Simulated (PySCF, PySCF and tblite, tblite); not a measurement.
**C5HFN2O2: a path driven as rotation about a bond, and NMR exchange**

How fast is rotation about a bond in C5HFN2O2 (`N#CC(=O)/C(F)=C(/O)C#N`), and when do the exchanging lines merge?

Computed with tblite 0.8.0 (tight binding) and PySCF 2.14.0 (DFT, with response routines of our own); each step states its level. Atoms count from 0 throughout.

### 1 The starting structure

11 atoms, charge 0, multiplicity 1; geometry from: force field or distance geometry start.

Bonds of the start (Å): C1–C2 1.43, C2–C4 1.50, C2–O3 1.24, C4–C6 1.35, C4–F5 1.35, C6–C8 1.42, C6–O7 1.39, C8–N9 1.16, N0–C1 1.18, O7–H10 0.98.

### 2 GFN2-xTB relaxation, start minimum

What the job is given:

```
{"job": {"xc": "GFN2-xTB", "basis": "xTB", "kind": "relax"}, "charge": 0, "multiplicity": 1}
N      3.230300    -1.026600     1.407300
C      2.366800    -0.416700     0.882700
C      1.289400     0.292600     0.257800
O      1.471400     1.434100    -0.185600
C     -0.039000    -0.386600     0.160900
F     -0.072700    -1.631400     0.680900
C     -1.161300     0.101800    -0.396900
O     -2.316200    -0.668000    -0.403400
C     -1.252200     1.392900    -0.982000
N     -1.370400     2.442800    -1.464800
H     -2.140600    -1.532200     0.017200
```

The run is started by

```bash
OMP_NUM_THREADS=1 python ens_run.py task.json out
```

The driver reads the study from task.json and runs its stages one after another.

Standard output:

```text
step      E/eV     max force
  0    -810.02431    4.389
  1    -809.45892   15.746
  2    -810.20248    2.169
  3    -810.20325    2.152
  4    -810.24419    1.390
  5    -810.23881    1.590
  6    -810.26139    0.302
  7    -810.26540    0.223
  8    -810.27064    0.192
  9    -810.27176    0.127
 10    -810.27364    0.154
 11    -810.27544    0.179
 12    -810.27667    0.131
 13    -810.27754    0.105
 14    -810.27848    0.145
 15    -810.27954    0.180
 16    -810.28029    0.140
 17    -810.28061    0.049
 18    -810.28074    0.042
 19    -810.28084    0.046
 20    -810.28094    0.045
 21    -810.28102    0.027
 22    -810.28110    0.034
 23    -810.28117    0.037
 24    -810.28123    0.031
 25    -810.28131    0.025
 26    -810.28138    0.029
 27    -810.28145    0.035
 28    -810.28149    0.022
 29    -810.28150    0.011
 30    -810.28151    0.013
 31    -810.28152    0.014
 32    -810.28153    0.013
 33    -810.28154    0.010
 34    -810.28155    0.015
 35    -810.28157    0.026
 36    -810.28159    0.026
 37    -810.28160    0.014
 38    -810.28161    0.008
 39    -810.28161    0.008
 40    -810.28162    0.012
 41    -810.28162    0.015
 42    -810.28163    0.012
 43    -810.28163    0.006
 44    -810.28163    0.005
 45    -810.28163    0.007
 46    -810.28164    0.004
 47    -810.28164    0.001
```

Wall time 0.38 s (1 thread of Intel Xeon Platinum 8375C at 2.90GHz, shared host).

Gain 0.257 eV; displacement 0.06 Å root mean square.

### 3 Relaxed scan, rotation

What the job is given:

```
{"job": {"xc": "GFN2-xTB", "basis": "xTB", "coordinate": [["t", [1, 2, 4, 5], 0.25], ["t", [1, 2, 4, 6], 0.25], ["t", [3, 2, 4, 5], 0.25], ["t", [3, 2, 4, 6], 0.25]], "kind": "drive"}, "charge": 0, "multiplicity": 1}
N      3.176904    -1.000365     1.379667
C      2.333482    -0.416766     0.875136
C      1.263076     0.330706     0.231928
O      1.411219     1.448573    -0.207095
C      0.002504    -0.404334     0.172930
F     -0.027146    -1.653688     0.704201
C     -1.152851     0.062356    -0.373840
O     -2.290934    -0.625919    -0.416345
C     -1.203525     1.365850    -0.952364
N     -1.318064     2.397039    -1.432435
H     -2.189240    -1.500783    -0.007746
```

Standard output:

```text
point  coordinate     E/eV
  0    104.600     -810.26067
  1    119.300     -810.20098
  2    134.100     -810.11145
  3    149.100     -810.00971
  4    164.400     -809.92147
  5    179.900     -809.87957
  6    195.400     -809.90252
  7    210.700     -809.97209
  8    225.600     -810.04998
  9    240.400     -810.10870
 10    255.200     -810.14030
 11    270.000     -810.14967
```

Wall time 3.8 s (1 thread of Intel Xeon Platinum 8375C at 2.90GHz, shared host).

The highest point is number 5, 8.8 kcal/mol above the first.

### 4 Nudged elastic band, leg 1

The job, as its differences from that of step 3:

```diff
@@ -1,2 +1,2 @@
-{"job": {"xc": "GFN2-xTB", "basis": "xTB", "coordinate": [["t", [1, 2, 4, 5], 0.25], ["t", [1, 2, 4, 6], 0.25], ["t", [3, 2, 4, 5], 0.25], ["t", [3, 2, 4, 6], 0.25]], "kind": "drive"}, "charge": 0, "multiplicity": 1}
+{"job": {"xc": "GFN2-xTB", "basis": "xTB", "kind": "neb"}, "charge": 0, "multiplicity": 1}
 N      3.176904    -1.000365     1.379667
```

Standard output:

```text
image   E - E0 / eV
  0       0.0000
  1       0.0799
  2       0.2693
  3       0.4029
  4       0.2862
  5       0.1602
  6       0.1319
```

Run time: 2.4 s. Hardware: 1 thread of Intel Xeon Platinum 8375C at 2.90GHz, shared host; peak memory 0.18 GiB.

The highest point is number 3, 9.3 kcal/mol above the first.

### 5 Saddle search, leg 1

What the job is given:

```
{"job": {"xc": "GFN2-xTB", "basis": "xTB", "kind": "saddle"}, "charge": 0, "multiplicity": 1}
N      2.994970    -0.714921    -0.398036
C      2.172808    -0.150998     0.163166
C      1.076515     0.487215     0.873242
O      1.173890     1.454504     1.568893
C     -0.206417    -0.277341     0.629238
F     -0.472212    -1.247736     1.538026
C     -1.047209    -0.080887    -0.401033
O     -2.177866    -0.769532    -0.629996
C     -0.732854     0.954313    -1.330158
N     -0.469179     1.791079    -2.063242
H     -2.312446    -1.445694     0.049898
```

Standard output:

```text
step      E/eV     max force
  0    -809.87871   0.0227
  1    -809.87940   0.0305
  2    -809.87941   0.0017
lowest wavenumbers (cm-1): -70.0 73.8 79.1 125.0 179.6 211.1
```

Run time: 1.8 s. Hardware: 1 thread of Intel Xeon Platinum 8375C at 2.90GHz, shared host; peak memory 0.18 GiB.

Point group C1; 1 imaginary mode, 70i cm⁻¹, carried by O3, N0, F5, C1. Steps downhill from it reached both ends.

### 6 Shieldings, start: PBE0/pcSseg-1

What the job is given:

```
{"job": {"kind": "nmr", "xc": "PBE0", "basis": "pcSseg-1", "pop": false}, "charge": 0, "multiplicity": 1}
N      3.176904    -1.000365     1.379667
C      2.333482    -0.416766     0.875136
C      1.263076     0.330706     0.231928
O      1.411219     1.448573    -0.207095
C      0.002504    -0.404334     0.172930
F     -0.027146    -1.653688     0.704201
C     -1.152851     0.062356    -0.373840
O     -2.290934    -0.625919    -0.416345
C     -1.203525     1.365850    -0.952364
N     -1.318064     2.397039    -1.432435
H     -2.189240    -1.500783    -0.007746
```

Standard output:

```text
coarse grid: 11432 points
cycle   1  E = -549.8058669432  dE =  2.070e+00  |g| = 1.182e+00  |ddm| = 3.595e+00
cycle   2  E = -548.4856712845  dE =  1.320e+00  |g| = 2.813e+00  |ddm| = 4.018e+00
cycle   3  E = -550.0836571384  dE = -1.598e+00  |g| = 2.163e-01  |ddm| = 3.160e+00
cycle   4  E = -550.0870521887  dE = -3.395e-03  |g| = 1.693e-01  |ddm| = 2.861e-01
cycle   5  E = -550.0922971596  dE = -5.245e-03  |g| = 2.834e-02  |ddm| = 1.389e-01
cycle   6  E = -550.0923943891  dE = -9.723e-05  |g| = 1.896e-02  |ddm| = 3.249e-02
cycle   7  E = -550.0924697338  dE = -7.534e-05  |g| = 3.576e-03  |ddm| = 1.378e-02
cycle   8  E = -550.0924718681  dE = -2.134e-06  |g| = 1.438e-03  |ddm| = 3.799e-03
final grid: 117416 points
cycle   9  E = -550.1758007009  dE = -8.059e-06  |g| = 1.362e-02  |ddm| = 3.087e-02
cycle  10  E = -550.1756834040  dE =  1.173e-04  |g| = 2.825e-02  |ddm| = 3.388e-02
cycle  11  E = -550.1758345102  dE = -1.511e-04  |g| = 2.424e-03  |ddm| = 2.440e-02
cycle  12  E = -550.1758356076  dE = -1.097e-06  |g| = 5.060e-04  |ddm| = 2.342e-03
cycle  13  E = -550.1758356448  dE = -3.716e-08  |g| = 2.486e-04  |ddm| = 5.113e-04
cycle  14  E = -550.1758356570  dE = -1.219e-08  |g| = 1.017e-04  |ddm| = 2.385e-04
cycle  15  E = -550.1758356589  dE = -1.967e-09  |g| = 3.114e-05  |ddm| = 9.040e-05
cycle  16  E = -550.1758356592  dE = -2.096e-10  |g| = 7.740e-06  |ddm| = 3.005e-05
converged SCF energy = -550.1758356592

GIAO shielding tensors (ppm)
atom      isotropic    diamagn.    paramagn.     s11        s22        s33       span
  0 N      -59.729     337.977    -397.706   -224.088   -201.718    246.619    470.707
  1 C       71.004     262.002    -190.998    -41.947    -34.842    289.801    331.748
  2 C       24.469     244.562    -220.093    -79.413     60.756     92.064    171.477
  3 O     -303.625     398.597    -702.222   -872.524   -421.467    383.116   1255.640
  4 C       25.336     255.318    -229.981    -47.500     35.773     87.735    135.235
  5 F      335.579     474.143    -138.565    281.360    318.193    407.182    125.821
  6 C       52.190     249.628    -197.437    -35.758     69.851    122.478    158.236
  7 O      202.177     382.352    -180.175    137.383    166.432    302.717    165.335
  8 C       71.600     259.344    -187.744    -39.043    -37.958    291.800    330.843
  9 N      -85.484     338.086    -423.570   -243.261   -237.471    224.279    467.541
 10 H       25.801      30.486      -4.685     17.362     26.604     33.437     16.075
```

Wall time 24 s (1 thread of Intel Xeon Platinum 8375C at 2.90GHz, shared host); peak memory 0.94 GiB.

Key values: HOMO -8.60 eV, LUMO -3.88 eV; dipole 4.45 D.

### 7 Shieldings, saddle of leg 1: PBE0/pcSseg-1

What the job is given:

```
{"job": {"kind": "nmr", "xc": "PBE0", "basis": "pcSseg-1", "pop": false}, "charge": 0, "multiplicity": 1}
N      3.005848    -0.685713    -0.408964
C      2.177511    -0.139136     0.160049
C      1.073454     0.481085     0.873498
O      1.158013     1.450300     1.568487
C     -0.204919    -0.291026     0.627702
F     -0.468458    -1.265984     1.531691
C     -1.051344    -0.081611    -0.395312
O     -2.190586    -0.756400    -0.621875
C     -0.723511     0.945948    -1.327751
N     -0.442125     1.770621    -2.068001
H     -2.333884    -1.428083     0.060475
```

Standard output:

```text
coarse grid: 11432 points
cycle   1  E = -549.7906118188  dE =  2.050e+00  |g| = 1.181e+00  |ddm| = 3.528e+00
cycle   2  E = -548.4329740992  dE =  1.358e+00  |g| = 2.879e+00  |ddm| = 3.316e+00
cycle   3  E = -550.0685847297  dE = -1.636e+00  |g| = 1.726e-01  |ddm| = 2.524e+00
cycle   4  E = -550.0693649875  dE = -7.803e-04  |g| = 1.536e-01  |ddm| = 2.215e-01
cycle   5  E = -550.0737103540  dE = -4.345e-03  |g| = 3.525e-02  |ddm| = 1.194e-01
cycle   6  E = -550.0739169420  dE = -2.066e-04  |g| = 1.707e-02  |ddm| = 3.751e-02
cycle   7  E = -550.0739742155  dE = -5.727e-05  |g| = 4.272e-03  |ddm| = 1.350e-02
cycle   8  E = -550.0739776541  dE = -3.439e-06  |g| = 1.062e-03  |ddm| = 3.670e-03
final grid: 117416 points
cycle   9  E = -550.1575291165  dE = -1.198e-05  |g| = 1.271e-02  |ddm| = 2.820e-02
cycle  10  E = -550.1574305195  dE =  9.860e-05  |g| = 2.626e-02  |ddm| = 2.848e-02
cycle  11  E = -550.1575580279  dE = -1.275e-04  |g| = 2.179e-03  |ddm| = 2.027e-02
cycle  12  E = -550.1575589358  dE = -9.079e-07  |g| = 4.506e-04  |ddm| = 1.787e-03
cycle  13  E = -550.1575589603  dE = -2.445e-08  |g| = 2.626e-04  |ddm| = 4.186e-04
cycle  14  E = -550.1575589732  dE = -1.290e-08  |g| = 9.875e-05  |ddm| = 2.110e-04
cycle  15  E = -550.1575589751  dE = -1.944e-09  |g| = 1.644e-05  |ddm| = 7.762e-05
cycle  16  E = -550.1575589752  dE = -4.479e-11  |g| = 5.808e-06  |ddm| = 1.721e-05
converged SCF energy = -550.1575589752

GIAO shielding tensors (ppm)
atom      isotropic    diamagn.    paramagn.     s11        s22        s33       span
  0 N      -64.213     337.260    -401.473   -239.997   -175.079    222.436    462.433
  1 C       68.587     263.357    -194.770    -45.800    -36.802    288.363    334.162
  2 C       18.982     246.230    -227.248    -92.204     50.236     98.914    191.118
  3 O     -445.563     394.637    -840.199  -1165.875   -538.351    367.539   1533.414
  4 C       28.421     255.086    -226.665    -54.266     42.873     96.655    150.921
  5 F      311.856     473.109    -161.253    255.152    295.710    384.705    129.553
  6 C       60.689     251.117    -190.428    -26.518     87.876    120.707    147.225
  7 O      236.914     382.913    -145.999    194.977    209.619    306.146    111.169
  8 C       71.634     262.047    -190.413    -38.441    -37.289    290.632    329.074
  9 N      -75.598     339.053    -414.651   -250.912   -204.848    228.967    479.879
 10 H       27.052      30.595      -3.543     18.527     26.898     35.730     17.203
```

It took 31 s on 1 thread of Intel Xeon Platinum 8375C at 2.90GHz, shared host; peak memory 0.84 GiB.

This run: HOMO -8.34 eV, LUMO -3.79 eV; dipole 4.24 D.

The fields below are evaluated on a grid from the run's orbitals.

Frontier orbitals at PBE0/pcSseg-1, with the share of their density that lies nearest to each atom:

| orbital | energy (eV) | lies on |
| --- | --- | --- |
| HOMO | -8.34 | C4 32 %; C6 19 %; O7 19 % |
| LUMO | -3.79 | C2 33 %; O3 30 %; N0 17 % |

ELF in a plane through or near 5 of the atoms.

Ten even steps from '0' (0.00) to '9' (0.95):
```
0000000000000000000000000000
0000000000000000000000000000
0000000000000000000000000000
0000000000000000000000000000
0000000000001232100000000000
0000000000025888740000000000
0000000000014847850022000000
0000000012211586300486200000
0000012367579265512575200000
0000123589369549747798630000
0000123478655345126789730000
0000012223310038982135410000
0000000000000561164100000000
0000000000013787576400000000
0000000000025742574310000000
0000000000036998974200000000
0000000000025999973100000000
0000000000001577630000000000
0000000000000000000000000000
0000000000000000000000000000
```
The map spans 10.6 Å across and 10.6 Å up, centred on the molecule. Atoms in the plane (x, y in Å): C4 (0.1, 0.7), F5 (0.3, 2.0), C6 (1.1, -0.2), C8 (0.8, -1.6), N9 (0.6, -2.7).

On the surface of density 0.002 e/bohr³ the electrostatic potential runs, from the 1st to the 99th percentile, from -1.22 V near N9 to 3.11 V near H10.

### 8 Shieldings, end: PBE0/pcSseg-1

What the job is given:

```
{"job": {"kind": "nmr", "xc": "PBE0", "basis": "pcSseg-1", "pop": false}, "charge": 0, "multiplicity": 1}
N      2.658790     0.995967    -0.836855
C      1.923709     0.590718    -0.060144
C      1.131480     0.085901     1.053752
O      1.619582    -0.031294     2.153157
C     -0.257865    -0.259418     0.749864
F     -0.966222    -0.729319     1.807088
C     -0.943956    -0.181604    -0.422337
O     -2.224084    -0.539180    -0.539936
C     -0.356959     0.290285    -1.632151
N      0.032719     0.655280    -2.643311
H     -2.580064    -0.853061     0.307568
```

Standard output:

```text
coarse grid: 11432 points
cycle   1  E = -549.7853726975  dE =  2.086e+00  |g| = 1.212e+00  |ddm| = 3.562e+00
cycle   2  E = -548.2629737337  dE =  1.522e+00  |g| = 3.014e+00  |ddm| = 4.203e+00
cycle   3  E = -550.0794089100  dE = -1.816e+00  |g| = 2.072e-01  |ddm| = 3.299e+00
cycle   4  E = -550.0801672625  dE = -7.584e-04  |g| = 1.914e-01  |ddm| = 2.809e-01
cycle   5  E = -550.0867599686  dE = -6.593e-03  |g| = 4.395e-02  |ddm| = 1.597e-01
cycle   6  E = -550.0871316375  dE = -3.717e-04  |g| = 1.866e-02  |ddm| = 4.283e-02
cycle   7  E = -550.0872028898  dE = -7.125e-05  |g| = 5.044e-03  |ddm| = 1.460e-02
cycle   8  E = -550.0872070761  dE = -4.186e-06  |g| = 2.318e-03  |ddm| = 4.787e-03
final grid: 117416 points
cycle   9  E = -550.1717454078  dE = -6.903e-06  |g| = 1.471e-02  |ddm| = 3.420e-02
cycle  10  E = -550.1715984015  dE =  1.470e-04  |g| = 3.125e-02  |ddm| = 3.730e-02
cycle  11  E = -550.1717847493  dE = -1.863e-04  |g| = 2.564e-03  |ddm| = 2.720e-02
cycle  12  E = -550.1717860444  dE = -1.295e-06  |g| = 5.950e-04  |ddm| = 2.553e-03
cycle  13  E = -550.1717861096  dE = -6.519e-08  |g| = 2.307e-04  |ddm| = 5.934e-04
cycle  14  E = -550.1717861199  dE = -1.036e-08  |g| = 9.096e-05  |ddm| = 2.205e-04
cycle  15  E = -550.1717861214  dE = -1.473e-09  |g| = 3.234e-05  |ddm| = 7.996e-05
cycle  16  E = -550.1717861216  dE = -2.253e-10  |g| = 7.362e-06  |ddm| = 3.083e-05
converged SCF energy = -550.1717861216

GIAO shielding tensors (ppm)
atom      isotropic    diamagn.    paramagn.     s11        s22        s33       span
  0 N      -67.822     337.239    -405.061   -228.465   -223.143    248.141    476.606
  1 C       69.322     265.130    -195.809    -47.691    -34.057    289.713    337.404
  2 C       27.268     244.112    -216.843    -82.461     70.170     94.097    176.558
  3 O     -349.040     392.027    -741.067  -1000.912   -452.284    406.075   1406.987
  4 C       24.722     249.812    -225.090    -33.851     18.953     89.063    122.914
  5 F      331.111     472.783    -141.672    266.921    278.763    447.649    180.727
  6 C       46.811     249.570    -202.759    -36.221     57.363    119.290    155.511
  7 O      200.906     382.085    -181.179    135.971    169.530    297.216    161.246
  8 C       71.913     262.205    -190.292    -39.942    -36.702    292.383    332.326
  9 N      -97.290     338.675    -435.964   -270.114   -235.759    214.004    484.118
 10 H       25.779      29.818      -4.039     17.115     26.523     33.699     16.584
```

It took 26 s on 1 thread of Intel Xeon Platinum 8375C at 2.90GHz, shared host; peak memory 0.85 GiB.

Key values: HOMO -8.68 eV, LUMO -3.79 eV; dipole 4.80 D.

### 9 The path in numbers

What the job is given:

```
{"job": {"smiles": "N#CC(=O)C(F)=C(O)C#N", "charge": 0, "mult": 1, "motion": "rotation", "what": "diene or enone", "atoms": [2, 4], "drives": [{"terms": [["t", [1, 2, 4, 5], 0.25], ["t", [1, 2, 4, 6], 0.25], ["t", [3, 2, 4, 5], 0.25], ["t", [3, 2, 4, 6], 0.25]], "by": 180, "n": 12}], "study": "path", "level": {"kind": "nmr", "xc": "PBE0", "basis": "pcSseg-1"}, "fields": [60, 250, 900], "first": 4, "seed": 431, "kind": "path"}, "charge": 0, "multiplicity": 1}
N      3.176904    -1.000365     1.379667
C      2.333482    -0.416766     0.875136
C      1.263076     0.330706     0.231928
O      1.411219     1.448573    -0.207095
C      0.002504    -0.404334     0.172930
F     -0.027146    -1.653688     0.704201
C     -1.152851     0.062356    -0.373840
O     -2.290934    -0.625919    -0.416345
C     -1.203525     1.365850    -0.952364
N     -1.318064     2.397039    -1.432435
H     -2.189240    -1.500783    -0.007746
```

Standard output:

```text
stationary points (kcal/mol above the start)
  n  kind          group   xTB      DFT    lowest mode
  0  minimum      Cs       0.00     0.00      46.1
  1  saddle       C1       9.28    11.30     -70.0
  2  minimum      Cs       3.04     2.18      27.2

GFN2-xTB energies: T/K, barrier G, reaction G (kcal/mol), k forward, k back (1/s)
 150.00     9.03     2.98      0.431   9.49e+03
 200.00     9.09     2.96        963   1.67e+06
 250.00     9.17     2.94   1.01e+05   3.78e+07
 298.15     9.25     2.92   2.07e+06   2.87e+08
 350.00     9.34     2.90   2.14e+07   1.37e+09
 400.00     9.45     2.87   1.15e+08   4.25e+09
 500.00     9.67     2.81   1.23e+09   2.08e+10

PBE0/pcSseg-1 + D3(BJ) energies: T/K, barrier G, reaction G (kcal/mol), k forward, k back (1/s)
 150.00    11.06     2.12   0.000478      0.585
 200.00    11.12     2.10       5.85   1.16e+03
 250.00    11.19     2.08    1.7e+03   1.13e+05
 298.15    11.28     2.06   6.75e+04   2.19e+06
 350.00    11.37     2.03   1.16e+06   2.16e+07
 400.00    11.47     2.01   8.98e+06   1.12e+08
 500.00    11.70     1.95    1.6e+08   1.14e+09
```

Wall time 93 s (1 thread of Intel Xeon Platinum 8375C at 2.90GHz, shared host); peak memory 0.94 GiB. This counts the whole study up to here.

Barriers by level (kcal/mol; entropies in cal/(mol K)). Zero-point and thermal terms come from xTB in every row. ΔG‡ leaves symmetry out; the rate counts equivalent paths (a factor of 2); effective ΔG‡, where given, is the barrier that would give that rate by Eyring's equation alone:

| level | ΔE‡ | with zero-point | ΔH‡ | ΔS‡ | ΔG‡ (298 K) | ΔE of reaction | k at 298 K (1/s) | effective ΔG‡ |
| --- | --- | --- | --- | --- | --- | --- | --- | --- |
| GFN2-xTB | 9.28 | 8.94 | 8.62 | -2.1 | 9.25 | 3.04 | 2.1e+06 | 8.84 |
| PBE0/pcSseg-1 + D3(BJ) | 11.30 | 10.96 | 10.65 | -2.1 | 11.28 | 2.18 | 6.8e+04 | 10.86 |

Sites that the driver pairs across this motion, and where their lines would merge (no couplings; faster rotations or exchange between molecules can average them sooner):

| nucleus | sites: shielding (ppm) | proton frequency (MHz) | spread (Hz) | coalescence (K) | lines at 298 K |
| --- | --- | --- | --- | --- | --- |
| 17O | O3: -303.6; O3 (end): -349.0 | 900 | 5543 | not given | – |
| 19F | F5: 335.6; F5 (end): 331.1 | 900 | 3785 | not given | – |
| 13C | C6: 52.2; C6 (end): 46.8 | 900 | 1218 | not given | – |
| 15N | N9: -85.5; N9 (end): -97.3 | 900 | 1077 | not given | – |
| 15N | N0: -59.7; N0 (end): -67.8 | 900 | 739 | not given | – |
| 13C | C2: 24.5; C2 (end): 27.3 | 900 | 634 | not given | – |
| 13C | C1: 71.0; C1 (end): 69.3 | 900 | 381 | not given | – |
| 17O | O7: 202.2; O7 (end): 200.9 | 900 | 155 | not given | – |

A dash: the driver gave no coalescence for this row (it judged the minor form too scarce).

Rows that set an atom against itself at the end compare its shielding in the two forms.

Lines of quadrupolar nuclei are broad, so their coalescence could hardly be seen.

(Part 1 of 2 ends here.)
